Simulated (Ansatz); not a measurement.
**C2H5BBr radical: basis-set convergence**

An exercise on one series of results from a longer session: the logs are not shown, and one member is left open.

Program: Ansatz 0.2.0, Gaussian basis. Level of theory: one geometry, several basis sets. These are calculated values, not measurements.

The runs, in order: PBE0-D4/def2-SVP; ωB97M-V/def2-SVP; PBE0-D4/def2-QZVPP; ωB97M-V/def2-QZVPP; the functionals' def2-TZVPP values are taken from earlier runs.

### Structure used throughout

All runs share one geometry, relaxed beforehand with PBE0-D4 in a triple-zeta def2 set.

9 atoms, charge 0, spin multiplicity 2.

Atoms are counted from 1 here; the program's logs count them from 0.

Bond lengths: C1–C2 1.525 Å, C1–H5 1.092 Å, C1–H6 1.092 Å, C1–H7 1.092 Å, C2–B3 1.546 Å, C2–H8 1.100 Å, C2–H9 1.100 Å, B3–Br4 1.891 Å. Angles: C2–C1–H5 111.1°, C2–C1–H6 111.1°, C2–C1–H7 111.3°, H5–C1–H6 107.3°, H5–C1–H7 107.9°, H6–C1–H7 107.9°, C1–C2–B3 116.8°, C1–C2–H8 110.9°, C1–C2–H9 110.9°, B3–C2–H8 106.6°, B3–C2–H9 106.6°, H8–C2–H9 104.2°, C2–B3–Br4 125.6°.

Set-up of the first run:

Input file in.yaml:

```yaml
crystal:
  periodic: [false, false, false]
  atoms:
    - {symbol: C, position_ang: [-0.333839, 1.062340, 0.382313]}
    - {symbol: C, position_ang: [0.360558, -0.190243, -0.140330]}
    - {symbol: B, position_ang: [-0.508974, -1.460824, -0.282791]}
    - {symbol: Br, position_ang: [0.093429, -3.142471, -0.902318]}
    - {symbol: H, position_ang: [-1.157740, 1.356719, -0.270680]}
    - {symbol: H, position_ang: [-0.750922, 0.894645, 1.377196]}
    - {symbol: H, position_ang: [0.360256, 1.903290, 0.446781]}
    - {symbol: H, position_ang: [0.812355, -0.006618, -1.126841]}
    - {symbol: H, position_ang: [1.213276, -0.463037, 0.499571]}
basis:
  gaussian: {orbitals: def2-SVP}
magnetization: {spin_polarized: true, initial_magnetization: 1}
hamiltonian: {xc: pbe0, dispersion: d4}
output: {orbitals: {seedname: orbitals}}
```

Launch:

```bash
$ ansatz run in.yaml --threads 4 --pin off --events-out ev --progress --plain --max-ram 10444MiB
```

Among the steps run: PBE0-D4 in def2-SVP; ωB97M-V in def2-SVP; PBE0-D4 in def2-QZVPP; ωB97M-V in def2-QZVPP.

One of the session's tables, all rows but one given; the rest of the session is left out.

It belongs to the step «Density functionals: the series». 

| functional | basis | HOMO (eV) | LUMO (eV) |
| --- | --- | --- | --- |
| PBE0-D4 | def2-SVP | -5.61 | -1.55 |
| PBE0-D4 | def2-TZVPP | -5.69 | -1.63 |
| PBE0-D4 | def2-QZVPP | ? | ? |
| ωB97M-V | def2-SVP | -7.43 | 0.31 |
| ωB97M-V | def2-TZVPP | -7.55 | -0.07 |
| ωB97M-V | def2-QZVPP | -7.57 | -0.13 |

**Question.** Estimate the row for PBE0-D4, def2-QZVPP.

The run gave: HOMO (eV): -5.71; LUMO (eV): -1.65. In the column «HOMO (eV)» it lies between ωB97M-V, def2-SVP (-7.43) and PBE0-D4, def2-TZVPP (-5.69).
